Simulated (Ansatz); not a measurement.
**Ga3Se in Ansatz: the effect of functional**

Crystal: Ga3Se.

```xyz
4
Lattice="4.4908 0.0000 0.0000 0.0000 4.4908 0.0000 0.0000 0.0000 4.4908" Properties=species:S:1:pos:R:3 pbc="T T T"
Se    0.0000    0.0000    0.0000
Ga    2.2454    2.2454    0.0000
Ga    2.2454    0.0000    2.2454
Ga    0.0000    2.2454    2.2454
```

The cell comes from a database or a generator and needn't be the stable form of this composition.

The cell isn't the ideal one: volume scaled by 1.04.

Alike in all runs:

* Program: Ansatz 0.2.0
* Task: single point
* Potentials or basis: Ansatz PAW
* k mesh: 6 × 6 × 6
* Occupations: fermi-dirac, width 0.05 eV
* Spin: no spin polarisation

| functional | cutoff | pressure (GPa) |
| --- | --- | --- |
| LDA | 420 eV (not typed: the program's choice for these potentials) | -6.0 |
| r2SCAN | 500 eV (not typed: the program's choice for these potentials) | ? |
| PBE | 420 eV (not typed: the program's choice for these potentials) | -1.9 |

**Question.** What does the run with functional r2SCAN give?

**Answer.** Pressure -2.9 GPa.

Caveats: the PAW data sets come from PBE, with cores solved anew for the run's functional, which leaves a small shift of forces and pressure (some runs).
